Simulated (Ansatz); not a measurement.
# SiW12: the cost of one run

Computed with Ansatz 0.2.0 (DFT PBE, scalar-relativistic, plane waves, PAW, unless a step's input says otherwise).

The COD cell was measured well above room temperature, so it is larger than a cold one.

6 further runs of the same task are left out: 1 that didn't finish, 5 set aside as unsound or not needed. Runs told in other sessions of the task aren't counted.

## Step 1: The system as given

The structure is monoclinic, space group Cm (No. 8). The conventional cell has a = 6.367 Å, b = 9.005 Å, c = 19.856 Å, α = 90.00°, β = 90.00°, γ = 90.00°. W (site symmetry m) is surrounded by 6 W at 2.70 to 2.76 Å. W (site symmetry 1) is surrounded by 6 W at 2.70 to 2.76 Å. W (site symmetry m) is surrounded by 8 W at 2.70 to 2.76 Å. W (site symmetry 1) has 8 W at 2.70 to 2.76 Å in its first shell of neighbours. W (site symmetry m) has 1 Si at 2.34 Å in its first shell of neighbours. Only part of the 10 independent sites is listed.

As a file:

```
CELL_PARAMETERS angstrom
5.51433 0.00000 0.00000
-1.83811 5.19896 0.00000
0.00000 0.00000 19.85622
ATOMIC_POSITIONS crystal
W 0.25000 0.25000 0.20145
W 0.25000 0.75000 0.20145
W 0.75000 0.25000 0.20145
W 0.75000 0.75000 0.20145
W 0.00000 0.00000 0.31114
W 0.00000 0.50000 0.31114
W 0.50000 0.00000 0.31114
W 0.50000 0.50000 0.31114
W 0.25000 0.25000 0.42084
W 0.25000 0.75000 0.42084
W 0.75000 0.25000 0.42084
W 0.75000 0.75000 0.42084
Si 0.33333 0.33333 0.53572
```

This is the geometry of the first run shown, built on a cell relaxed beforehand with the same method.

## Step 2: The scan

Atoms count from 1 in the order of the input.

Si is moved over the surface cell; relaxed at each place: the height of the adsorbate's atoms; substrate rigid; the origin of the map has the adsorbate above W9.

The axes are (1) position of Si13 along the first surface vector, from above W9: 6 values from 0.000 to 0.833, periodic; (2) position of Si13 along the second surface vector, from above W9: 6 values from 0.000 to 0.833, periodic.

Relaxed at each point: the height of the adsorbate's atoms; substrate rigid. Points are written as (first, second).

The two vectors of the plane (Å): (2.757, 0.000, 0.000); (-0.919, 2.599, 0.000).

## Step 3: The run at (1/6, 1/6) of the map's two axes

File input.yaml:

```yaml
crystal:
  lattice:
    - [5.5143287196, 0.0, 0.0]
    - [-1.8381095732, 5.1989589751, 0.0]
    - [0.0, 0.0, 19.8562160745]
  atoms:
    - { symbol: W, position: [0.25, 0.25, 0.201448251] }
    - { symbol: W, position: [0.25, 0.75, 0.201448251] }
    - { symbol: W, position: [0.75, 0.25, 0.201448251] }
    - { symbol: W, position: [0.75, 0.75, 0.201448251] }
    - { symbol: W, position: [0.0, 0.0, 0.3111437104] }
    - { symbol: W, position: [0.0, 0.5, 0.3111437104] }
    - { symbol: W, position: [0.5, 0.0, 0.3111437104] }
    - { symbol: W, position: [0.5, 0.5, 0.3111437104] }
    - { symbol: W, position: [0.25, 0.25, 0.4208362783] }
    - { symbol: W, position: [0.25, 0.75, 0.4208362783] }
    - { symbol: W, position: [0.75, 0.25, 0.4208362783] }
    - { symbol: W, position: [0.75, 0.75, 0.4208362783] }
    - { symbol: Si, position: [0.3333333333, 0.3333333333, 0.5357225065] }
basis:
  ecutwfc: 420
kpoints:
  mp_grid: { grid: [5, 5, 1] }
hamiltonian:
  xc: pbe
  pseudopotentials: { kind: paw, azcp: { folder: soft_1 } }
scf:
  occupations: { method: gaussian, width: 0.1 }
output:
  forces: true
  eigenvalues: true
relax:
  adjacent_minimum: "off"
  f_tol: 0.025
  max_steps: 16
  constraints:
    - { sites: [0, 1, 2, 3, 4, 5, 6, 7, 8, 9, 10, 11] }
    - { sites: [12], fix: xy }
efield:
  axis: 3
  dipole_correction: true
  ramp_width: 0.04
```

Started as:

```bash
> ansatz run input.yaml --threads 4 --pin off --max-ram 12288MiB --backend cpu --events-out ev --progress --plain --runs-dir out
```

Q: Estimate wall time and peak memory on 4 threads of Arm Neoverse N1, shared host.

About 51 s, with a peak of 1.5 GiB.
